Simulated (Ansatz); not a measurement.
Runs of Ansatz 0.2.0 on WS. The structure is cubic, space group Pm-3m (No. 221). Conventional cell: a = 3.008 Å, b = 3.008 Å, c = 3.008 Å, α = 90.00°, β = 90.00°, γ = 90.00°. W (site symmetry m-3m) has 8 S at 2.60 Å as nearest neighbours. S (site symmetry m-3m) has 8 W at 2.60 Å as nearest neighbours. The cell was built by a generator and needn't be a form met in nature.

```tsv
task	level	cell	cutoff (eV)	gap on the mesh (eV)	pressure (GPa)	relaxed volume (Å³/atom)
single point	r2SCAN50	as given	500	none	-16.4	-
relaxation of cell and atoms	PBE0	relaxed	420	none	0.0	(a)
single point	PBE0	as given	420	none	(b)	-
relaxation of cell and atoms	PBEsol0	relaxed	420	none	0.0	12.93
single point	HF	as given	420	none	-1.9	-
```

Alike in all rows: potentials or basis Ansatz PAW; no spin polarisation; k mesh 5 × 5 × 5; smearing fermi-dirac 0.05 eV; the mesh is coarse, so values aren't converged.

**Question.** Fill in the values left out.

**Answer.** (a) 13.18; (b) -8.4.

Caveats: all runs use coarse meshes; the PAW data sets come from PBE, with cores solved anew for the run's functional, which leaves a small shift of forces and pressure; the thresholds are loose for stress (some runs); the plane-wave basis is chosen anew once the cell has moved, so the energies of steps on either side of that aren't comparable (some runs); so large a pressure means that the cell lies far from this level's equilibrium, or that cutoff or potentials fall short (some runs).

A k mesh can miss the band edges, and the runs leave out spin-orbit coupling on W.

A gap of «none» marks a metal or a gap under the smearing width.
